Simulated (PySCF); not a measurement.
# C2H9NSSi2: magnetic properties

Computed with PySCF 2.14.0 and routines of our own; the level stands in each step. Atoms count from 0.

## Step 1: The starting structure

15 atoms, charge 0, multiplicity 1; geometry from: GFN2-xTB.

## Step 2: Geometry optimisation at PBE0-D3(BJ)/def2-SVP

The job: settings as JSON, then the geometry in Å.

```
{"job": {"xc": "PBE0", "basis": "def2-SVP", "d3": "d3bj", "grid": 1, "kind": "geom"}, "charge": 0, "multiplicity": 1}
C     -2.036324     0.988948    -0.779265
C     -2.580520    -0.153641    -0.396110
S     -1.922232    -1.352151     0.698887
Si    -0.029186    -0.567962     1.376905
N      1.026914    -0.475834     0.022654
Si     2.678293     0.061560    -0.047372
H     -2.557964     1.639711    -1.460291
H     -1.071709     1.320321    -0.434733
H     -3.549272    -0.467893    -0.754404
H      0.389552    -1.568054     2.347469
H     -0.259357     0.738776     1.986034
H      0.626622    -0.740764    -0.864276
H      3.192349    -0.076734     1.310856
H      3.358749    -0.800550    -1.012487
H      2.729671     1.462255    -0.479885
```

Run with:

```sh
$ OMP_NUM_THREADS=1 python excited_run.py task.json out
```

This one command runs all jobs of the session in turn.

Q: Estimate the wall time and peak memory of this first job on 1 thread of Intel Xeon Platinum 8259CL at 2.50GHz, shared host.

About 2.6 min, with a peak of 0.64 GiB.
